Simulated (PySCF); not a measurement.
**Solver options tried on RbP⁺**

The same problem is solved with other solver options, one edit a run.

Method: method and basis as typed in the scripts; program: PySCF 2.14.0.

4 further runs of the same task are left out: 4 that didn't finish.

## Step 1: Starting geometry

RbP⁺: 2 atoms, charge 1, spin multiplicity 2.

Bond lengths: Rb1–P2 3.386 Å.

## Step 2: The base run

File input.py:

```python
from pyscf import gto, dft, tdscf

mol = gto.M(
    atom='Rb 0 0 0; P 0 0 3.386',
    basis='sbkjc',
    ecp={'Rb': 'sbkjc', 'P': 'sbkjc'},
    charge=1,
    spin=1,
    verbose=4,
)
mf = dft.UKS(mol, xc='revtpss')
mf.kernel()
td = tdscf.TDA(mf)
td.nstates = 8
td.kernel()
td.analyze(verbose=3)
mf.dip_moment()
print('orbital energies (hartree):', [e[max(0, n-3):n+3].round(4) for e, n in zip(mf.mo_energy, mol.nelec)])
```

Run with:

```sh
$ OMP_NUM_THREADS=1 python input.py
```

The log of this run is left out.

It gives: E(SCF) = -6.406946 Eh, 7 cycles, ⟨S²⟩ = 1.750, excitations 0.92, 0.92, 2.53, 2.53, 5.78 eV.

⟨S²⟩ = 1.75 against 0.75 for a pure state: the determinant is spin-contaminated. The bond length is a typed value, not an optimised one. The dipole of an ion depends on the origin.

## Step 3: Convergence threshold 1e-07 hartree

Variant 1 changes convergence threshold: default → 1e-07 hartree.

File input.py:

```python
from pyscf import gto, dft, tdscf

mol = gto.M(
    atom='Rb 0 0 0; P 0 0 3.386',
    basis='sbkjc',
    ecp={'Rb': 'sbkjc', 'P': 'sbkjc'},
    charge=1,
    spin=1,
    verbose=4,
)
mf = dft.UKS(mol, xc='revtpss')
mf.conv_tol = 1e-07
mf.kernel()
td = tdscf.TDA(mf)
td.nstates = 8
td.kernel()
td.analyze(verbose=3)
mf.dip_moment()
print('orbital energies (hartree):', [e[max(0, n-3):n+3].round(4) for e, n in zip(mf.mo_energy, mol.nelec)])
```

Run with:

```sh
$ OMP_NUM_THREADS=1 python input.py
```

## Step 4: Damping 0.8

Variant 2 changes damping: none → 0.8.

Edit input.py of step 2 so:

```diff
@@ -11,2 +11,4 @@
 mf = dft.UKS(mol, xc='revtpss')
+mf.damp = 0.8
+mf.diis_start_cycle = 8
 mf.kernel()
```

## Step 5: DIIS space 12

Variant 3 changes DIIS space: default → 12.

Edit input.py of step 2 so:

```diff
@@ -11,2 +11,3 @@
 mf = dft.UKS(mol, xc='revtpss')
+mf.diis_space = 12
 mf.kernel()
```

## Step 6: DIIS space 20

Variant 4 changes DIIS space: default → 20.

Edit input.py of step 2 so:

```diff
@@ -11,2 +11,3 @@
 mf = dft.UKS(mol, xc='revtpss')
+mf.diis_space = 20
 mf.kernel()
```

## Step 7: Point-group symmetry on

Variant 5 changes point-group symmetry: off → on.

Edit input.py of step 2 so:

```diff
@@ -8,2 +8,3 @@
     spin=1,
+    symmetry=True,
     verbose=4,
```

## Step 8: Convergence threshold 1e-11 hartree

Variant 6 changes convergence threshold: default → 1e-11 hartree.

Edit input.py of step 2 so:

```diff
@@ -11,2 +11,3 @@
 mf = dft.UKS(mol, xc='revtpss')
+mf.conv_tol = 1e-11
 mf.kernel()
```

**Question.** What will these runs give? Wanted: for each run, E(SCF); from base; gap, α spin; after the SCF.

The runs gave:

```tsv
run	E(SCF) (hartree)	from base (eV)	cycles	gap, α spin (eV)	after the SCF
base	-6.406946	0	7	1.43	lowest root found 0.92 eV
convergence threshold 1e-07 hartree	-6.406946	0.0000	6	1.43	lowest root found 0.92 eV
damping 0.8	-6.406946	0.0000	12	1.43	lowest root found 0.92 eV
DIIS space 12	-6.406946	0.0000	7	1.43	lowest root found 0.92 eV
DIIS space 20	-6.406946	0.0000	7	1.43	lowest root found 0.92 eV
point-group symmetry on	-6.406946	0.0000	7	1.43	lowest root found 0.92 eV
convergence threshold 1e-11 hartree	-6.406946	0.0000	8	1.43	lowest root found 0.92 eV
```

Distance from each run's final energy (log10 hartree) by cycle:

```tsv
run	cycle 1	cycle 2	cycle 3	cycle 5	cycle 8	cycle 12
base	-0.9	-2.0	-4.3	-8.1	done	done
convergence threshold 1e-07 hartree	-0.9	-2.0	-4.3	-8.1	done	done
damping 0.8	-0.9	-1.3	-1.4	-2.5	-4.1	< -11
DIIS space 12	-0.9	-2.0	-4.3	-8.1	done	done
DIIS space 20	-0.9	-2.0	-4.3	-8.1	done	done
point-group symmetry on	-0.9	-1.9	-4.2	-8.0	done	done
convergence threshold 1e-11 hartree	-0.9	-2.0	-4.3	-8.1	< -11	done
```

**Reading.** No change of the SCF energy comes from convergence threshold 1e-07 hartree or damping 0.8 or DIIS space 12 or DIIS space 20 or point-group symmetry on or convergence threshold 1e-11 hartree. The base needs 7 cycles and the run with damping 0.8 needs 12. The cycles with DIIS space 12 or DIIS space 20 repeat those of the base digit for digit, so the setting never acted.
